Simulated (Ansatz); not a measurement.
# CdSe (F-43m): levels without and with spin-orbit coupling

Aim: the levels without and with spin-orbit coupling, for CdSe (F-43m), run from a script.

All numbers are computed with Ansatz 0.2.0, driven from Python. The levels of theory stand in the script.

### 1 The structure

It takes space group F-43m (No. 216, cubic). Conventional cell: a = 6.141 Å, b = 6.141 Å, c = 6.141 Å, α = 90.00°, β = 90.00°, γ = 90.00°. Cd (site symmetry -43m) is surrounded by 4 Se at 2.66 Å. Se (site symmetry -43m) has 4 Cd at 2.66 Å in its first shell of neighbours.

No structure file is read: the coordinates are typed or built in the script.

### 2 The script

cdse_soc.py reads:

```python
"""Levels of CdSe without and with spin-orbit coupling."""

import warnings

import ansatz as az

warnings.simplefilter("ignore", az.DeckWarning)

crystal = (
    az.Lattice.from_parameters(4.342019, 4.342019, 4.342019, alpha=60.0, beta=60.0, gamma=60.0)
    .atom("Cd", (0.0, 0.0, 0.0))
    .atom("Se", (0.75, 0.75, 0.75))
)

calc = (
    crystal.calculation()
    .basis(510)
    .occupations("Fixed")
    .kpoints(6)
    .functional("lda")
    .band_table()
)
for label, variant in (("scalar-relativistic", calc), ("spin-orbit", calc.spin(soc=True))):
    summary = variant.run(threads=1).report
    zero = summary["band_edges_ev"][0] if summary.get("band_edges_ev") else summary["fermi_energy_ev"]
    near = [round(e - zero, 3) for e in summary["eigenvalues_ev"][0] if abs(e - zero) < 3]
    print(label)
    print("  band edges (eV):", [round(e, 3) for e in summary.get("band_edges_ev") or []] or "none reported")
    print("  levels at k =", summary["kpoints_frac"][0], "within 3 eV of the zero:", near)
```

### 3 What the engine is handed

The engine receives this input (first run):

```yaml
crystal:
  lattice:
    a: 4.342019
    b: 4.342019
    c: 4.342019
    alpha: 60.0
    beta: 60.0
    gamma: 60.0
  atoms:
    - { symbol: Cd, position: [0.0, 0.0, 0.0] }
    - { symbol: Se, position: [0.75, 0.75, 0.75] }
basis:
  ecutwfc: 510.0
kpoints:
  mp_grid:
    grid: [6, 6, 6]
hamiltonian:
  xc: lda
scf:
  occupations:
    method: fixed
output:
  eigenvalues: true
```

### 4 Launch

Started as:

```
$ python cdse_soc.py
```

Log:

```text
scalar-relativistic
  band edges (eV): [6.753, 7.023]
  levels at k = [0.0, 0.0, 0.0] within 3 eV of the zero: [-0.0, -0.0, 0.0, 0.271]
spin-orbit
  band edges (eV): [6.877, 7.026]
  levels at k = [0.0, 0.0, 0.0] within 3 eV of the zero: [-0.377, -0.377, -0.0, -0.0, -0.0, 0.0, 0.149, 0.149]
```

Wall time 13 s (1 thread of Arm Neoverse V2, shared host); peak memory 0.57 GiB.

### 5 Inputs of later runs

The engine's inputs for the other runs:

Run 2, against run 1:

```diff
@@ -18,0 +19,3 @@
+magnetization:
+  noncollinear: true
+  spin_orbit: true
```

### 6 Run by run

From the records of these 2 runs:

```
run  spin-orbit  energy (eV/atom)  gap on the mesh (eV)  iterations in all  CPU time (s)
  1     not set        -6751.0969                  0.27                  6           1.7
  2         yes        -6752.4755                  0.15                  8            10
```

Totals under unlike functionals or potentials can't be compared directly.

### 7 What came out

| quantity | value |
| --- | --- |
| runs compared | 2 |
| gap on the mesh | 0.15 (with spin-orbit coupling) to 0.27 eV (without spin-orbit coupling) |

What this shows: The gap on the mesh runs from 0.15 eV (with spin-orbit coupling) to 0.27 eV (without spin-orbit coupling). The dearest, run 2 (with spin-orbit coupling), took some 6.2 times as long as run 1 (without spin-orbit coupling). Caveats:
- The computed bands are complete only to about 5.8 eV above the Fermi level.
- The structure comes from a database of computed cells and needn't be a stable or known phase.
- Levels are Kohn-Sham eigenvalues on this mesh.
- With spin-orbit coupling each level holds one electron and, with inversion or at time-reversal points, comes in pairs; a window in energy can cut a split set.
